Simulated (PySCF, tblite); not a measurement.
# C₄H₁₀FNSi: geometry, infrared bands and NMR shifts

Wanted: the infrared bands and NMR shifts of C₄H₁₀FNSi (`F[C@@H]([SiH3])[C@@H]1CCN1`), by calculation.

The runs use tblite 0.8.0 and PySCF 2.14.0, with density-fitted response routines of our own; the level of theory stands in each step. All values are computed, except where a source is named. Atoms are numbered from 0 throughout.

## Step 1: Starting geometry

17 atoms, charge 0, multiplicity 1; geometry from: force field or distance geometry start.

Bonds of the start (Å): F0–C1 1.39, C1–Si2 1.84, C1–C3 1.48, C3–C4 1.55, C4–C5 1.51, C5–N6 1.46, N6–C3 1.46, C1–H7 1.12, Si2–H8 1.46, Si2–H9 1.47, Si2–H10 1.50, C3–H11 1.10, C4–H12 1.10, C4–H13 1.08, C5–H14 1.11, C5–H15 1.11, N6–H16 1.05.

## Step 2: Relaxing the molecule with GFN2-xTB

The job: settings as JSON, then the geometry in Å.

```
{"job": {"kind": "relax", "xc": "GFN2-xTB", "basis": "xTB"}, "charge": 0, "multiplicity": 1}
F     -1.429400    -1.282300    -1.332800
C     -1.099000    -0.020100    -0.850500
Si    -2.114400     0.314900     0.644200
C      0.374000     0.006800    -0.668800
C      0.974900    -1.033000     0.313100
C      2.023300     0.056900     0.396400
N      0.906100     0.987500     0.268300
H     -1.327300     0.727400    -1.648100
H     -1.670900     1.491300     1.390300
H     -2.334300    -0.859100     1.504100
H     -3.478800     0.676700     0.124900
H      0.997600     0.002500    -1.574200
H      1.294300    -1.954600    -0.199400
H      0.453800    -1.152800     1.251500
H      2.629000     0.063400    -0.530600
H      2.584000     0.092400     1.355900
H      1.210200     1.894200    -0.155400
```

Launch:

```sh
$ OMP_NUM_THREADS=1 python probes_run.py task.json out
```

One launch serves the whole session: the jobs run in the order shown.

The program printed:

```text
step      E/eV     max force
  0    -625.53687    2.528
  1    -625.77955    1.031
  2    -625.85866    0.884
  3    -625.97176    0.730
  4    -626.01868    0.657
  5    -626.06107    0.464
  6    -626.07925    0.315
  7    -626.09662    0.357
  8    -626.11137    0.342
  9    -626.12668    0.318
 10    -626.13932    0.290
 11    -626.15160    0.239
 12    -626.16657    0.293
 13    -626.18507    0.306
 14    -626.20159    0.285
 15    -626.21387    0.277
 16    -626.22501    0.281
 17    -626.23556    0.278
 18    -626.24708    0.264
 19    -626.25897    0.239
 20    -626.26902    0.214
 21    -626.27606    0.245
 22    -626.28109    0.191
 23    -626.28529    0.184
 24    -626.28894    0.182
 25    -626.29235    0.147
 26    -626.29573    0.169
 27    -626.29896    0.171
 28    -626.30272    0.235
 29    -626.30729    0.215
 30    -626.31035    0.123
 31    -626.31317    0.119
 32    -626.31558    0.110
 33    -626.31768    0.125
 34    -626.31989    0.122
 35    -626.32230    0.123
 36    -626.32442    0.108
 37    -626.32596    0.154
 38    -626.32731    0.081
 39    -626.32881    0.094
 40    -626.33115    0.098
 41    -626.33255    0.087
 42    -626.33404    0.093
 43    -626.33513    0.072
 44    -626.33601    0.067
 45    -626.33650    0.049
 46    -626.33683    0.043
 47    -626.33713    0.047
 48    -626.33745    0.044
 49    -626.33774    0.039
 50    -626.33795    0.032
 51    -626.33810    0.026
 52    -626.33822    0.028
 53    -626.33830    0.020
 54    -626.33835    0.017
 55    -626.33838    0.013
 56    -626.33841    0.010
 57    -626.33843    0.012
 58    -626.33846    0.013
 59    -626.33849    0.014
 60    -626.33853    0.015
 61    -626.33858    0.016
 62    -626.33864    0.017
 63    -626.33869    0.018
 64    -626.33874    0.023
 65    -626.33884    0.027
 66    -626.33898    0.033
 67    -626.33914    0.032
 68    -626.33926    0.022
 69    -626.33935    0.022
 70    -626.33942    0.020
 71    -626.33950    0.019
 72    -626.33957    0.016
 73    -626.33962    0.021
 74    -626.33968    0.022
 75    -626.33976    0.021
 76    -626.33985    0.018
 77    -626.33990    0.015
 78    -626.33992    0.013
 79    -626.33994    0.013
 80    -626.33997    0.013
 81    -626.34001    0.016
 82    -626.34004    0.013
 83    -626.34006    0.009
```

It took 1.6 s on 1 thread of Intel Xeon at 2.50GHz, shared host; peak memory 0.18 GiB.

The steps of the relaxation: (not every step is listed)

| step | energy from step 0 (eV) | largest force (eV/Å) |
| --- | --- | --- |
| 0 | 0.0000 | 2.5284 |
| 1 | -0.2427 | 1.0307 |
| 2 | -0.3218 | 0.8841 |
| 3 | -0.4349 | 0.7298 |
| 4 | -0.4818 | 0.6568 |
| 5 | -0.5242 | 0.4635 |
| 6 | -0.5424 | 0.3152 |
| 7 | -0.5598 | 0.3575 |
| 8 | -0.5745 | 0.3422 |
| 15 | -0.6770 | 0.2774 |
| 22 | -0.7442 | 0.1907 |
| 29 | -0.7704 | 0.2149 |
| 36 | -0.7876 | 0.1079 |
| 43 | -0.7983 | 0.0724 |
| 50 | -0.8011 | 0.0320 |
| 57 | -0.8016 | 0.0116 |
| 64 | -0.8019 | 0.0228 |
| 71 | -0.8026 | 0.0188 |
| 78 | -0.8030 | 0.0129 |
| 79 | -0.8031 | 0.0127 |
| 80 | -0.8031 | 0.0134 |
| 81 | -0.8031 | 0.0158 |
| 82 | -0.8032 | 0.0126 |
| 83 | -0.8032 | 0.0088 |

Distances of close pairs at the start and the end, largest changes first:

| bond | before (Å) | after (Å) | change (Å) |
| --- | --- | --- | --- |
| C1–Si2 | 1.838 | 1.923 | +0.085 |
| Si2–H10 | 1.504 | 1.465 | -0.039 |
| C1–C3 | 1.484 | 1.520 | +0.036 |
| N6–H16 | 1.046 | 1.013 | -0.033 |
| C5–H15 | 1.112 | 1.092 | -0.020 |
| C1–H7 | 1.117 | 1.098 | -0.019 |
| C4–C5 | 1.515 | 1.533 | +0.019 |
| C4–H12 | 1.102 | 1.087 | -0.015 |

The final coordinates are the input of the step that follows.

## Step 3: Infrared spectrum with GFN2-xTB

The job: settings as JSON, then the geometry in Å.

```
{"job": {"kind": "ir", "xc": "GFN2-xTB", "basis": "xTB"}, "charge": 0, "multiplicity": 1}
F     -1.637561    -1.199066    -1.407063
C     -1.147088     0.001758    -0.900501
Si    -1.990456     0.370666     0.787788
C      0.370727    -0.069769    -0.855326
C      1.021133    -1.062553     0.122328
C      1.816053     0.132394     0.661521
N      0.941272     1.039759    -0.087482
H     -1.438827     0.762313    -1.636551
H     -1.321075     1.495325     1.425034
H     -1.960314    -0.842469     1.606362
H     -3.386666     0.688485     0.477912
H      0.769944    -0.177414    -1.875239
H      1.602979    -1.859461    -0.332954
H      0.322889    -1.485709     0.837503
H      2.863733     0.135306     0.341937
H      1.771150     0.306246     1.738525
H      1.395110     1.776219    -0.614780
```

The program printed:

```text
mode    cm-1     km/mol
  1     -58.9      1.36
  2      88.4      2.05
  3      97.4      2.11
  4     172.0      8.76
  5     213.5      0.98
  6     263.1      8.10
  7     419.9      2.67
  8     472.8     15.94
  9     551.0     59.26
 10     570.8     37.72
 11     658.7      9.08
 12     705.3     22.45
 13     747.7    196.34
 14     769.9    237.20
 15     797.0     83.90
 16     805.6    202.76
 17     864.7     24.39
 18     937.8     11.36
 19    1013.7     46.99
 20    1023.4     11.22
 21    1054.2      3.78
 22    1075.1      0.75
 23    1078.0      8.13
 24    1113.1     20.43
 25    1166.0      3.67
 26    1168.7      0.44
 27    1218.3     20.58
 28    1226.9      8.37
 29    1238.5      7.51
 30    1262.7      0.48
 31    1286.3      5.95
 32    1311.4     25.33
 33    1326.2     21.15
 34    1463.3      4.35
 35    1488.7      0.77
 36    2256.4    382.87
 37    2264.4    172.98
 38    2338.7    245.97
 39    2847.1     89.75
 40    2894.0     57.69
 41    2906.8     74.42
 42    2963.0     51.55
 43    3027.0     41.96
 44    3045.2     28.21
 45    3389.3     13.48
```

It took 1.6 s on 1 thread of Intel Xeon at 2.50GHz, shared host; peak memory 0.18 GiB.

Which atoms move in the most intense modes:

| cm⁻¹ | km/mol | atoms |
| --- | --- | --- |
| 748 | 196.3 | H8 52 %, H9 36 % |
| 770 | 237.2 | H10 45 %, H8 37 % |
| 797 | 83.9 | H13 18 %, H12 15 %, H14 13 %, H15 11 % |
| 806 | 202.8 | H9 38 %, H10 36 % |
| 2256 | 382.9 | H10 78 %, H9 18 % |
| 2264 | 173.0 | H9 79 %, H10 19 % |
| 2339 | 246.0 | H8 97 % |
| 2847 | 89.8 | H11 92 % |

## Step 4: Nuclear shieldings: PBE0/pcSseg-1

The job, as its differences from that of step 3:

```diff
@@ -1,2 +1,2 @@
-{"job": {"kind": "ir", "xc": "GFN2-xTB", "basis": "xTB"}, "charge": 0, "multiplicity": 1}
+{"job": {"kind": "nmr", "xc": "PBE0", "basis": "pcSseg-1"}, "charge": 0, "multiplicity": 1}
 F     -1.637561    -1.199066    -1.407063
```

Method: GIAO PBE0/pcSseg-1 NMR shielding, non-relativistic, gas phase.

The program printed:

```text
coarse grid: 14320 points
cycle   1  E = -601.8617464650  dE =  7.219e-01  |g| = 4.986e-01  |ddm| = 3.592e+00
cycle   2  E = -601.8377192415  dE =  2.403e-02  |g| = 6.601e-01  |ddm| = 9.191e-01
cycle   3  E = -601.9085645632  dE = -7.085e-02  |g| = 6.001e-02  |ddm| = 5.257e-01
cycle   4  E = -601.9090697734  dE = -5.052e-04  |g| = 2.722e-02  |ddm| = 6.466e-02
cycle   5  E = -601.9092293094  dE = -1.595e-04  |g| = 6.849e-03  |ddm| = 2.960e-02
cycle   6  E = -601.9092386028  dE = -9.293e-06  |g| = 1.938e-03  |ddm| = 7.038e-03
final grid: 133080 points
cycle   7  E = -601.9559098486  dE = -3.526e-05  |g| = 9.778e-03  |ddm| = 3.159e-02
cycle   8  E = -601.9558907837  dE =  1.906e-05  |g| = 1.388e-02  |ddm| = 2.108e-02
cycle   9  E = -601.9559315043  dE = -4.072e-05  |g| = 1.077e-03  |ddm| = 1.226e-02
cycle  10  E = -601.9559317036  dE = -1.993e-07  |g| = 2.972e-04  |ddm| = 1.098e-03
cycle  11  E = -601.9559317185  dE = -1.490e-08  |g| = 4.855e-05  |ddm| = 2.544e-04
cycle  12  E = -601.9559317189  dE = -4.518e-10  |g| = 1.918e-05  |ddm| = 6.957e-05
converged SCF energy = -601.9559317189

GIAO shielding tensors (ppm)
atom      isotropic    diamagn.    paramagn.     s11        s22        s33       span
  0 F      430.026     473.156     -43.131    384.415    440.849    464.813     80.398
  1 C       92.246     245.137    -152.891     47.775     76.841    152.123    104.348
  2 Si     432.742     878.805    -446.064    413.326    420.120    464.779     51.453
  3 C      126.475     247.411    -120.936    102.755    123.756    152.913     50.158
  4 C      163.524     250.368     -86.844    151.706    157.041    181.826     30.119
  5 C      141.105     246.521    -105.416    118.694    132.759    171.863     53.170
  6 N      223.898     319.564     -95.666    186.452    226.779    258.464     72.012
  7 H       26.568      30.127      -3.559     24.878     26.860     27.966      3.088
  8 H       26.989      28.622      -1.634     22.548     27.225     31.194      8.645
  9 H       27.675      28.900      -1.225     24.276     26.760     31.988      7.712
 10 H       27.941      28.273      -0.333     24.723     25.715     33.385      8.662
 11 H       27.158      31.432      -4.274     24.066     26.946     30.462      6.396
 12 H       29.437      30.337      -0.899     25.894     27.179     35.238      9.343
 13 H       29.255      31.474      -2.220     25.862     29.205     32.698      6.836
 14 H       27.851      29.300      -1.449     24.860     25.673     33.019      8.160
 15 H       28.140      29.250      -1.110     24.551     25.675     34.195      9.644
 16 H       30.908      32.868      -1.960     24.168     28.209     40.349     16.181
```

Run time: 93 s. Hardware: 1 thread of Intel Xeon at 2.50GHz, shared host; peak memory 0.8 GiB.

Shifts follow as δ = σ(reference) − σ, with reference shieldings (ppm) from runs at the same level and on the same kind of geometry: ¹H TMS 31.72, ¹³C TMS 186.9, ²⁹Si TMS 349.2, ¹⁹F CFCl3 170.9, ¹⁵N NH3 267.7. The references are single molecules in the gas phase, so shifts against H2O, NH3, PH3, H3PO4 or CFCl3 are not on the usual liquid scales and can be off by tens of ppm. Atoms listed in one row are averaged.

| atoms | environment | σ (ppm) | δ (ppm) | δ scaled to CDCl3 |
| --- | --- | --- | --- | --- |
| C1 | sp3 CH bonded to F and Si | 92.2 | 94.7 | 90.5 |
| C3 | sp3 CH bonded to N | 126.5 | 60.5 | 57.1 |
| C5 | sp3 CH2 bonded to N | 141.1 | 45.8 | 42.8 |
| C4 | sp3 CH2 in a ring | 163.5 | 23.4 | 20.9 |
| H7 | hydrogen on an sp3 CH bonded to F and Si | 26.57 | 5.15 | 4.96 |
| H11 | hydrogen on an sp3 CH bonded to N | 27.16 | 4.56 | 4.40 |
| H8, H9, H10 | hydrogen on a silicon bonded to C | 27.53 | 4.18 | – |
| H14 | hydrogen on an sp3 CH2 bonded to N | 27.85 | 3.87 | 3.75 |
| H15 | hydrogen on an sp3 CH2 bonded to N | 28.14 | 3.58 | 3.48 |
| H13 | hydrogen on an sp3 CH2 in a ring | 29.25 | 2.46 | 2.43 |
| H12 | hydrogen on an sp3 CH2 in a ring | 29.44 | 2.28 | 2.25 |
| H16 | hydrogen on an amine nitrogen | 30.91 | 0.81 | – |
| F0 | fluorine on an sp3 carbon | 430.0 | -259.1 | – |
| Si2 | silicon bonded to C, 3 H | 432.7 | -83.6 | – |
| N6 | amine nitrogen | 223.9 | 43.8 | – |

The scaled column applies a straight-line fit of computed shieldings to shifts measured in CDCl3, and one for carbons that bear F (root-mean-square error 0.16 ppm for H, 1.9 ppm for C).

Charges from the same density, by scheme (e):

| atoms | Mulliken | IAO | Hirshfeld | ESP fit |
| --- | --- | --- | --- | --- |
| F0 | -0.34 | -0.33 | -0.12 | -0.22 |
| C1 | 0.02 | -0.08 | -0.03 | -0.15 |
| Si2 | 0.48 | 0.58 | 0.29 | 0.39 |
| C3 | -0.11 | -0.01 | 0.01 | 0.41 |
| C4 | -0.23 | -0.28 | -0.07 | -0.41 |
| C5 | -0.01 | -0.15 | -0.02 | 0.24 |
| N6 | -0.47 | -0.44 | -0.16 | -0.68 |

Mayer bond orders: F0–C1 0.84, C1–Si2 0.87, C1–C3 1.00, C3–C4 0.99, C4–C5 1.04, C5–N6 0.98, N6–C3 0.96.

Ring of atoms C3, C4, C5, N6: NICS(0) -0.9, NICS(1) 0.4, NICS(1)zz 2.1 ppm (means of both faces).

Orbitals, density, ELF and potential are computed afterwards from the orbital file.

Frontier orbitals at PBE0/pcSseg-1, with the share of their density that lies nearest to each atom:

| orbital | energy (eV) | lies on |
| --- | --- | --- |
| HOMO | -6.73 | N6 57 %; H11, H14, H16 about 6 % each |
| LUMO | 0.94 | H16 19 %; H11 14 %; H14 11 % |

ELF in a plane through or near 8 of the atoms.

Values, 10 rows by 14 columns:
```
0.00 0.00 0.00 0.00 0.00 0.00 0.00 0.00 0.00 0.00 0.00 0.00 0.00 0.00
0.00 0.00 0.00 0.00 0.00 0.00 0.00 0.00 0.00 0.00 0.00 0.00 0.00 0.00
0.00 0.00 0.00 0.01 0.90 0.99 0.11 0.02 0.51 0.38 0.07 0.01 0.00 0.00
0.00 0.00 0.00 0.06 0.83 0.99 0.12 0.02 0.82 0.49 0.33 0.68 0.12 0.00
0.00 0.00 0.17 0.99 0.93 0.25 0.17 0.03 0.29 0.78 0.83 1.00 0.85 0.00
0.00 0.00 0.05 0.98 0.69 0.19 0.51 0.50 0.88 0.83 0.65 0.99 0.51 0.00
0.00 0.00 0.00 0.00 0.01 0.32 0.66 0.82 0.27 0.34 0.01 0.02 0.00 0.00
0.00 0.00 0.00 0.00 0.01 0.94 1.00 0.11 0.10 0.07 0.01 0.00 0.00 0.00
0.00 0.00 0.00 0.00 0.00 0.25 0.68 0.01 0.01 0.01 0.00 0.00 0.00 0.00
0.00 0.00 0.00 0.00 0.00 0.00 0.00 0.00 0.00 0.00 0.00 0.00 0.00 0.00
```
The map spans 12.1 Å across and 8.9 Å up, centred on the molecule. Atoms in the plane (x, y in Å): C1 (1.1, -0.9), Si2 (2.0, 0.8), C3 (-0.4, -0.9), C5 (-1.8, 0.7), H10 (3.4, 0.5), H11 (-0.8, -1.9), H14 (-2.8, 0.4), H15 (-1.7, 1.8).

log10 of the density (e/Å³) in the same plane.

Values, 10 rows by 14 columns:
```
-4.0 -4.0 -4.0 -4.0 -4.0 -4.0 -4.0 -4.0 -4.0 -4.0 -4.0 -4.0 -4.0 -4.0
-4.0 -4.0 -4.0 -4.0 -3.2 -3.0 -3.5 -3.4 -2.9 -2.9 -3.2 -3.9 -4.0 -4.0
-4.0 -4.0 -4.0 -2.8 -1.4 -1.1 -2.0 -2.3 -1.5 -1.4 -1.9 -2.7 -3.4 -4.0
-4.0 -4.0 -3.0 -1.9 -0.5  0.1 -1.2 -1.7 -0.6 -0.4 -0.9 -1.5 -2.5 -3.6
-4.0 -3.9 -2.3 -0.7  0.2  0.7 -0.5 -1.2 -0.6  1.9 -0.1 -0.4 -1.8 -3.2
-4.0 -4.0 -2.6 -1.2 -0.5 -0.4  0.0 -0.3  0.0 -0.2 -0.7 -1.1 -2.2 -3.4
-4.0 -4.0 -3.6 -2.7 -2.0 -0.8  0.3  0.1  0.6 -0.4 -1.7 -2.5 -3.2 -4.0
-4.0 -4.0 -4.0 -3.9 -2.5 -1.0 -0.2 -1.0 -0.8 -1.0 -2.1 -3.6 -4.0 -4.0
-4.0 -4.0 -4.0 -4.0 -3.2 -2.1 -1.7 -2.2 -2.1 -2.2 -3.2 -4.0 -4.0 -4.0
-4.0 -4.0 -4.0 -4.0 -4.0 -3.8 -3.6 -3.9 -4.0 -4.0 -4.0 -4.0 -4.0 -4.0
```
The map spans 12.1 Å across and 8.9 Å up, centred on the molecule. Atoms in the plane (x, y in Å): C1 (1.1, -0.9), Si2 (2.0, 0.8), C3 (-0.4, -0.9), C5 (-1.8, 0.7), H10 (3.4, 0.5), H11 (-0.8, -1.9), H14 (-2.8, 0.4), H15 (-1.7, 1.8).

On the surface of density 0.002 e/bohr³ the electrostatic potential runs, from the 1st to the 99th percentile, from -1.15 V near F0 to 1.40 V near H16.

## Step 5: What came out

| quantity | value |
| --- | --- |
| strongest single infrared mode (GFN2-xTB) | 2256 cm⁻¹, 383 km/mol |
| zero-point energy (GFN2-xTB) | 82.3 kcal/mol |
| ¹³C shifts against TMS (PBE0/pcSseg-1) | 94.7, 60.5, 45.8, 23.4 ppm |
| ¹H shifts against TMS (PBE0/pcSseg-1, means over atoms taken as alike) | 5.15, 4.56, 4.18, 3.87, 3.58, 2.46, 2.28, 0.81 ppm |
| ¹⁹F shifts against CFCl3 (PBE0/pcSseg-1) | -259.1 ppm |
| ²⁹Si shifts against TMS (PBE0/pcSseg-1) | -83.6 ppm |
| ¹⁵N shifts against NH3 (PBE0/pcSseg-1) | 43.8 ppm |
| surface potential, 1st and 99th percentile | -1.15 V and 1.40 V |

What this shows: Relaxing lowered the energy by 0.803 eV in 83 steps; the close pair that moved most is C1–Si2, from 1.838 to 1.923 Å. The lowest mode is imaginary (59i cm⁻¹), so the xTB geometry is not a minimum. The strongest single mode, at 2256 cm⁻¹, moves mainly H10. Unscaled tight-binding wavenumbers are off by several per cent, some by more. Its intensities can rank the bands wrongly. The most deshielded carbon is C1 (sp3 CH bonded to F and Si), at 94.7 ppm: pulled downfield by the heteroatom. H7 (hydrogen on an sp3 CH bonded to F and Si) lies farthest downfield among hydrogen, at 5.15 ppm; its carbon carries F, hence the downfield position. At PBE0/pcSseg-1: The widest tensor belongs to C1: span 104 ppm, with a paramagnetic part of -153 ppm.
